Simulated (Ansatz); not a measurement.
# CH7GaSn (SMILES [CH3][SnH2][GaH2]): B3LYP/def2-SVP (core potential)

Aim: the electronic atomisation energy of CH7GaSn at B3LYP/def2-SVP (core potential), from 5 runs. 

The results are computed with Ansatz 0.2.0.

38 further runs of the same task are left out: 38 set aside as unsound or not needed.

## (1) The system as given

CH7GaSn has 10 atoms, charge 0, and is taken as a singlet. SMILES: `[CH3][SnH2][GaH2]`. The coordinates come from a PBE0-D4/def2-TZVP relaxation.

Bond lengths: C1–Sn2 2.149 Å, Sn2–Ga3 2.622 Å, C1–H4 1.090 Å, C1–H5 1.090 Å, C1–H6 1.090 Å, Sn2–H7 1.717 Å, Sn2–H8 1.717 Å, Ga3–H9 1.576 Å, Ga3–H10 1.574 Å. Some angles: C1–Sn2–Ga3 113.9°, C1–Sn2–H7 107.9°, C1–Sn2–H8 108.0°, Ga3–Sn2–H7 110.2°, Ga3–Sn2–H8 110.6°, Sn2–C1–H4 109.9°, Sn2–C1–H5 110.0°, Sn2–C1–H6 110.0°, Sn2–Ga3–H9 121.1°, Sn2–Ga3–H10 120.9°.

## (2) The energy at B3LYP/def2-SVP (core potential)

run.yaml

```yaml
crystal:
  periodic: [false, false, false]
  atoms:
    - {symbol: C, position_ang: [-1.630300, 0.570100, -0.523900]}
    - {symbol: Sn, position_ang: [0.239600, -0.482300, -0.646800]}
    - {symbol: Ga, position_ang: [1.786900, -0.142600, 1.442100]}
    - {symbol: H, position_ang: [-2.223300, 0.378200, -1.418300]}
    - {symbol: H, position_ang: [-2.188000, 0.236900, 0.351500]}
    - {symbol: H, position_ang: [-1.449600, 1.641800, -0.439900]}
    - {symbol: H, position_ang: [-0.106900, -2.150300, -0.863700]}
    - {symbol: H, position_ang: [1.039800, 0.025500, -2.078600]}
    - {symbol: H, position_ang: [1.310700, 0.711500, 2.677700]}
    - {symbol: H, position_ang: [3.221300, -0.788900, 1.499900]}
basis:
  gaussian:
    orbitals: def2-SVP
total_charge: 0
hamiltonian:
  xc: {name: B3LYP}
accuracy: high
output: {orbitals: {seedname: orbitals}}
```

The run is started by

```console
$ ansatz run run.yaml --threads 1 --pin off --max-ram 2610MiB --events-out events.jsonl --progress --plain --runs-dir runs
```

Standard output:

```text
Warning: RAYON_NUM_THREADS=1 ignored (pool sized by the plan → 1); use --threads N
Functional definition: B3LYP
  name "B3LYP"
  parameter a0 = 0.2
  parameter ax = 0.72
  parameter ac = 0.81
  exchange = (1 - a0 - ax)*slater_x + ax*b88_x + a0*exact_x
  correlation = (1 - ac)*vwn_rpa_c + ac*lyp_c
2479 factors; integrals over basis functions are off by at most 3.2e-8 eV
mean field evaluation 1: about -59349.4596 eV, gradient 5.2e1 eV
mean field evaluation 2: about -59343.4098 eV, gradient 6.7e1 eV
mean field evaluation 4: about -59355.7030 eV, gradient 1.4e0 eV
mean field evaluation 8: about -59355.7879 eV, gradient 7.1e-2 eV
mean field evaluation 16: about -59355.7879 eV, gradient 2.6e-6 eV
mean field -59355.78793059 eV, -2181.2849736509 hartree, gradient 7.4e-8 eV, S^2 0.000000; 0 other end points of the search recorded, 0 dependent functions left out
reference -59355.78797948 eV, -2181.2849754478 hartree; 33, 33 occupied and 74, 74 virtual orbitals, 2479 factors
Total energy: -59355.78797948 eV, -2181.2849754478 hartree
```

It took 12 s on 1 thread of Arm Neoverse V2, shared host; peak memory 0.44 GiB.

## (3) The C atom at the same level

job.yaml

```yaml
crystal:
  periodic: [false, false, false]
  atoms:
    - {symbol: C, position_ang: [0.000000, 0.000000, 0.000000]}
basis:
  gaussian:
    orbitals: def2-SVP
magnetization:
  spin_polarized: true
  initial_magnetization: 2
hamiltonian:
  xc: {name: B3LYP}
accuracy: high
```

Run the same way, it converges to -37.81406 Eh (log not shown).

## (4) The Ga atom at the same level

run.yaml

```yaml
crystal:
  periodic: [false, false, false]
  atoms:
    - symbol: Ga
      position_ang: [0.000000, 0.000000, 0.000000]
basis:
  gaussian:
    orbitals: def2-SVP
magnetization:
  spin_polarized: true
  initial_magnetization: 1
hamiltonian:
  xc: {name: B3LYP}
accuracy: high
```

The run is started by

```console
$ ansatz run run.yaml --threads 1 --pin off --max-ram 2610MiB --events-out events.jsonl --progress --plain --runs-dir runs
```

Standard output, cut to the lines that bear on the results:

```text
Warning: RAYON_NUM_THREADS=1 ignored (pool sized by the plan → 1); use --threads N
[... 7 set-up lines as earlier in the session ...]
315 factors; integrals over basis functions are off by at most 3.9e-9 eV
mean field evaluation 1: about -52371.2565 eV, gradient 8.6e0 eV
mean field evaluation 2: about -52371.2200 eV, gradient 1.0e1 eV
mean field evaluation 4: about -52371.4005 eV, gradient 3.8e-1 eV
mean field evaluation 8: about -52371.4013 eV, gradient 3.3e-3 eV
mean field evaluation 16: about -52371.4013 eV, gradient 4.7e-8 eV
mean field evaluation 32: about -52371.4013 eV, gradient 7.6e-4 eV
mean field -52371.40125463 eV, -1924.6134974968 hartree, gradient 1.7e-8 eV, S^2 0.751958; 1 other end points of the search recorded, 0 dependent functions left out
reference -52371.40127598 eV, -1924.6134982814 hartree; 16, 15 occupied and 16, 17 virtual orbitals, 315 factors
Total energy: -52371.40127598 eV, -1924.6134982814 hartree
```

Wall time 1.9 s (1 thread of Arm Neoverse V2, shared host); peak memory 0.094 GiB.

## (5) The H atom at the same level

job.yaml

```yaml
crystal:
  periodic: [false, false, false]
  atoms:
    - symbol: H
      position_ang: [0.000000, 0.000000, 0.000000]
basis:
  gaussian:
    orbitals: def2-SVP
total_charge: 0
magnetization:
  spin_polarized: true
  initial_magnetization: 1
hamiltonian:
  xc: {name: B3LYP}
accuracy: high
```

Run the same way, it converges to -0.50126 Eh (log not shown).

## (6) The Sn atom at the same level

run.yaml

```yaml
crystal:
  periodic: [false, false, false]
  atoms:
    - symbol: Sn
      position_ang: [0.000000, 0.000000, 0.000000]
basis:
  gaussian: {orbitals: def2-SVP}
magnetization: {spin_polarized: true, initial_magnetization: 2}
hamiltonian: {xc: {name: B3LYP}}
accuracy: high
```

Run the same way, it converges to -214.32235 Eh (log not shown).

## (7) Summary of results

At B3LYP/def2-SVP (core potential):

| quantity | value |
| --- | --- |
| molecule: total energy | -2181.28498 Eh |
| molecule: HOMO energy | -6.92 eV |
| molecule: LUMO energy | -2.34 eV |
| molecule: HOMO–LUMO gap | 4.58 eV |
| C atom: total energy | -37.81406 Eh |
| C atom: ⟨S²⟩ | 2.003 |
| Ga atom: total energy | -1924.61350 Eh |
| Ga atom: ⟨S²⟩ | 0.752 |
| H atom: total energy | -0.50126 Eh |
| H atom: ⟨S²⟩ | 0.750 |
| Sn atom: total energy | -214.32235 Eh |
| Sn atom: ⟨S²⟩ | 2.002 |
| electronic atomisation energy | 27.926 eV |

**Reading.** Taking the molecule apart into free atoms costs 27.93 eV (644 kcal/mol), before zero-point energy and without spin-orbit coupling.
